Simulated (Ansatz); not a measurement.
C₂H₆BCl, SMILES BC(C)Cl, an atomisation energy

Program: Ansatz 0.2.0 through its Python package.

At the Python prompt:
```pycon
>>> from collections import Counter
>>> import ansatz as az
>>> from ase import Atoms
>>> def energy_of(molecule, charge=0, unpaired=0):
...     calc = molecule.calculation().basis(gaussian="def2-SVP").functional("HF")
...     if charge:
...         calc = calc.charge(charge)
...     if unpaired:
...         calc = calc.spin("collinear", total=unpaired)
...     return calc.run(threads=1).report["free_energy_ev"]
...
>>> atoms = Atoms(["B", "C", "C", "Cl", "H", "H", "H", "H", "H", "H"], positions=[
...     (-0.5116, 1.2491, -0.3438),
...     (-0.2152, -0.2564, -0.5),
...     (0.6671, -0.7148, 0.6205),
...     (-1.6505, -1.1835, -0.4906),
...     (-0.2544, 2.0442, -1.2275),
...     (-1.122, 1.7064, 0.6041),
...     (0.3274, -0.4149, -1.4669),
...     (0.9771, -1.7764, 0.4997),
...     (0.2092, -0.5603, 1.6624),
...     (1.656, -0.1446, 0.6452),
... ])
>>> mol = az.Crystal.molecule_from_ase(atoms)
>>> unpaired = {"B": 1, "C": 2, "Cl": 1, "H": 1}
>>> counts = Counter(site.symbol for site in mol.cartesian_sites)
>>> atom_energy = {s: energy_of(az.Crystal.molecule().atom(s, (0, 0, 0)), 0, unpaired[s]) for s in counts}

>>> whole = energy_of(mol, 0, 0)
>>> for s, e in atom_energy.items():
...     print(f"{s:2s} x{counts[s]}  {e:14.5f} eV")
...
B  x1      -666.69406 eV
C  x2     -1024.37889 eV
Cl x1    -12498.71497 eV
H  x6       -13.58606 eV
>>> print(f"C2H6BCl: {whole:.5f} eV")
C2H6BCl: -15324.24613 eV
>>> split = sum(counts[s] * e for s, e in atom_energy.items()) - whole
>>> print(f"atomisation energy (no zero-point term): {23.060548 * split:.1f} kcal/mol, {split / sum(counts.values()):.3f} eV an atom")
atomisation energy (no zero-point term): 658.7 kcal/mol, 2.856 eV an atom
```

658.7 kcal/mol from the electronic energies, without the zero-point term.

Total energies depend on the basis set; only differences at equal settings carry meaning. The geometry is a force-field or estimated start, not a minimum of this method, and the basis set is short of its limit. All parts are taken at fixed geometry, without zero-point energy. Hartree-Fock leaves correlation out, so bond, atomisation and ionisation energies come out well too low. The whole script took 1 s on 1 thread of Arm Neoverse V2, with other jobs on the host, peak memory 0.21 GiB.

(Lines on the test bed's own set-up are left out of the output.)
